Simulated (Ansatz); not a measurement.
# Pt: the cost of one run

Program: Ansatz 0.2.0. Level of theory: DFT PBEsol, scalar-relativistic, plane waves, PAW. These are calculated values, not measurements.

### Step 1. The structure to begin with

The structure is hexagonal, space group P6_3/mmc (No. 194). The conventional cell has a = 2.761 Å, b = 2.761 Å, c = 4.792 Å, α = 90.00°, β = 90.00°, γ = 120.00°. Around Pt (site symmetry -6m2) lie 12 Pt at 2.76 to 2.88 Å.

As a file:

```xyz
2
Lattice="2.7607 0.0000 0.0000 -1.3803 2.3908 0.0000 0.0000 0.0000 4.7921" Properties=species:S:1:pos:R:3 pbc="T T T"
Pt    1.3803    0.7969    3.5941
Pt    0.0000    1.5939    1.1980
```

It goes back to an entry of the Materials Project, which need not be the stable form.

No relaxation comes first: the listed cell is the starting point.

### Step 2. The reference cell

The reference gives a free energy of -24767.4857 eV, pressure -10.81 GPa, largest force 0.000 eV/Å and gap on the mesh none (metal). It was computed beforehand with the settings of the runs below.

### Step 3. The scan: energy and stress against strain

The cell is strained by ε times the Voigt pattern (1, -1, 0, 0, 0, 0) (xx, yy, zz, yz, xz, xy; engineering shear), with fractional coordinates fixed (clamped ions). The stress on the pattern is the sum of the stress components weighted by it, tension positive.

### Step 4. Point ε = -0.0400

Contents of input.yaml:

```yaml
crystal:
  lattice:
    - [2.6502389911, 0.0, 0.0]
    - [-1.3251194956, 2.4864388168, 0.0]
    - [0.0, 0.0, 4.792134]
  atoms:
    - { symbol: Pt, position: [0.6666666667, 0.3333333333, 0.75] }
    - { symbol: Pt, position: [0.3333333333, 0.6666666667, 0.25] }
basis:
  ecutwfc: 420
kpoints:
  mp_grid: { grid: [18, 18, 10] }
hamiltonian:
  xc: pbesol
scf:
  occupations: { method: gaussian, width: 0.15 }
output:
  forces: true
  stress: true
  eigenvalues: true
```

The run is started by

```sh
$ ansatz run input.yaml --threads 1 --pin off --max-ram 2560MiB --backend cpu --events-out ev --progress --plain --runs-dir out
```

**Question.** How long does this run take on 1 thread of Intel Xeon at 2.50GHz (Skylake/Cascade Lake), shared host, and how much memory does it need?

About 28 s, with a peak of 0.56 GiB.
